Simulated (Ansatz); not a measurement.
This script makes a test of the smearing width of Cd₃Ir, space group Pm-3m with Ansatz 0.2.0 through its Python package.

The script, `run_smear.py`:
```python
"""Smearing width test for Cd3Ir."""

import csv
import warnings

import ansatz

FUNCTIONAL = "lda"
K_DENSITY = 3.1

warnings.simplefilter("ignore", ansatz.DeckWarning)

lattice = ansatz.Lattice.of(
    [4.2167, 0.0, 0.0],
    [0.0, 4.2167, 0.0],
    [0.0, 0.0, 4.2167],
)
sites = [
    ("Cd", [0.0, 0.5, 0.5]),
    ("Cd", [0.5, 0.0, 0.5]),
    ("Cd", [0.5, 0.5, 0.0]),
    ("Ir", [0.0, 0.0, 0.0]),
]
system = ansatz.Crystal(lattice=lattice)
for symbol, position in sites:
    system = system.atom(symbol, position)

model = (
    system.calculation()
    .functional(FUNCTIONAL)
    .kpoints(density=K_DENSITY)
    .pseudopotentials("paw")
    .forces()
    .stress()
)

rows = []
for value in [0.5, 0.3, 0.2, 0.1]:
    rep = model.occupations("gaussian", width=value).run().report
    rows.append((value, rep["free_energy_ev"] / len(rep["lattice"]["sites"]), rep["n_iterations"], sum(rep["stress_gpa"][i][i] for i in range(3)) / 3, max(abs(f) for row in rep["forces_ev_ang"] for f in row), rep["n_kpoints"]))

with open("smear.csv", "w", newline="") as handle:
    writer = csv.writer(handle)
    writer.writerow(["width (eV)", "F/atom (eV)", "iterations", "P (GPa)", "max component (eV/A)", "k-points"])
    writer.writerows([round(v, 5) if isinstance(v, float) else v for v in row] for row in rows)

# the last row is the reference
for row in rows[:-1]:
    shift = 1000 * (row[1] - rows[-1][1])
    print(f"{row[0]}: {shift:+.2f} meV/atom" + ("  (within 5 meV)" if abs(shift) < 5 else ""))
```

How much does the free energy per atom change between the narrowest and the widest smearing, and why?

Going from 0.1 to 0.5 eV changes F by -23.6 meV an atom. With this scheme F falls roughly as the square of the width; the report's estimate for zero width (energy_sigma0_ev) moves by only +3.4 meV. The pressure moves from -11.04 to -10.76 GPa.

The output:

```console
$ python run_smear.py
0.5: -23.63 meV/atom
0.3: -6.59 meV/atom
0.2: -2.24 meV/atom  (within 5 meV)
```

`smear.csv`, as written:
```csv
width (eV),F/atom (eV),iterations,P (GPa),max component (eV/A),k-points
0.5,-9004.16622,7,-10.75776,0.0,10
0.3,-9004.14918,7,-10.97419,0.0,10
0.2,-9004.14483,7,-11.0422,0.0,10
0.1,-9004.14259,7,-11.03957,0.0,10
```

What to keep in mind:
- The free energy holds a sizeable smearing term, which stands for no physical temperature.
- Forces vanish by symmetry here and test nothing.
- The narrowest width needs the finest mesh, so the last row is no converged reference.
- Pressure is positive in compression.
- Spin-orbit coupling, which matters for elements this heavy, is left out.
- At these settings the cell as given stands under about -11 GPa, so it isn't at this functional's equilibrium volume.
- The structure comes from a database of computed cells and needn't be a stable or known phase.
- Run time: 7 s on 1 thread of Arm Neoverse V1, on a shared host, peak memory 0.38 GiB.

(Lines on the test bed's own set-up are left out of the output.)
